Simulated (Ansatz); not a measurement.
Here is an Ansatz input file for C2H4FOSi, SMILES [CH]=C[SiH](O)F. Write the same calculation for the Python package.

```yaml
crystal:
  periodic: [false, false, false]
  atoms:
    - { symbol: C, position_ang: [-1.5742, 0.6377, 0.5835] }
    - { symbol: C, position_ang: [-0.3632, 0.9245, 0.3895] }
    - { symbol: Si, position_ang: [0.6682, -0.1796, -0.5919] }
    - { symbol: O, position_ang: [0.3892, -1.7699, -0.3819] }
    - { symbol: F, position_ang: [2.1988, -0.0147, -0.0464] }
    - { symbol: H, position_ang: [-2.6604, 0.4956, 0.7172] }
    - { symbol: H, position_ang: [0.1353, 1.8086, 0.8171] }
    - { symbol: H, position_ang: [0.7065, 0.1788, -2.0241] }
    - { symbol: H, position_ang: [0.5883, -2.1272, 0.5201] }
basis:
  gaussian:
    orbitals: def2-SVP
hamiltonian:
  xc: pbe
magnetization:
  spin_polarized: true
  initial_magnetization: 1.0
output:
  forces: true
```

`energy_c2h4fosi.py`
```python
'''Single point of C2H4FOSi in a Gaussian basis.'''

import ansatz as az
import numpy as np

BASIS_SET = 'def2-SVP'
XC = 'pbe'

geometry_ang = [
    ('C', [-1.5742, 0.6377, 0.5835]),
    ('C', [-0.3632, 0.9245, 0.3895]),
    ('Si', [0.6682, -0.1796, -0.5919]),
    ('O', [0.3892, -1.7699, -0.3819]),
    ('F', [2.1988, -0.0147, -0.0464]),
    ('H', [-2.6604, 0.4956, 0.7172]),
    ('H', [0.1353, 1.8086, 0.8171]),
    ('H', [0.7065, 0.1788, -2.0241]),
    ('H', [0.5883, -2.1272, 0.5201]),
]
system = az.Crystal.molecule()
for symbol, xyz in geometry_ang:
    system = system.atom(symbol, xyz)

model = (
    system.calculation()
    .basis(gaussian=BASIS_SET)
    .functional(XC)
    .spin('collinear', total=1)
    .forces()
)
done = model.run(threads=1, backend='cpu')
report = done.report

print(f'E = {report["free_energy_ev"]:.6f} eV = {report["free_energy_ev"] / 27.211386246:.7f} Ha')
print('converged:', report['converged'], ' doubts:', report['published_state_doubts'] or 'none')

symbols = [site.symbol for site in system.cartesian_sites]
forces = np.array(report['forces_ev_ang'])
print('largest force', round(float(np.linalg.norm(forces, axis=1).max()), 4), 'eV/A, rms', round(float(np.sqrt((forces ** 2).mean())), 4))

charges = report['charge_distribution']
dipole = np.array(charges['dipole_moment_e_ang']) * 4.803205
print('dipole (D): {:.3f} {:.3f} {:.3f}, length {:.3f}'.format(*dipole, np.linalg.norm(dipole)))
print('atom  Mulliken   Lowdin')
for symbol, m, l in zip(symbols, charges['mulliken_charges_e'], charges['lowdin_charges_e']):
    print(f'{symbol:4s} {m:9.3f} {l:8.3f}')
```

```console
$ python energy_c2h4fosi.py
E = -14760.711926 eV = -542.4461581 Ha
converged: True  doubts: none
largest force 4.779 eV/A, rms 1.204
dipole (D): -1.796 0.151 1.275, length 2.208
atom  Mulliken   Lowdin
C       -0.082    0.004
C       -0.191   -0.169
Si       0.691    0.099
O       -0.337    0.076
F       -0.314   -0.018
H        0.055    0.035
H        0.071    0.035
H       -0.094   -0.082
H        0.200    0.018
```

Notes:
- Total energies depend on the basis set; only differences at equal settings carry meaning.
- The geometry is a force-field or estimated start, not a minimum of this method, and the basis set is short of its limit.
- The species is open-shell (spin multiplicity 2).
- The Löwdin charges here are taken after orthogonalising the functions within each atom; they differ from plain Löwdin charges, and their signs can be unphysical.
- Run time: 4.2 s on 1 thread of Arm Neoverse V2, on a shared host, peak memory 0.22 GiB.

(Lines on the test bed's own set-up are left out of the output.)
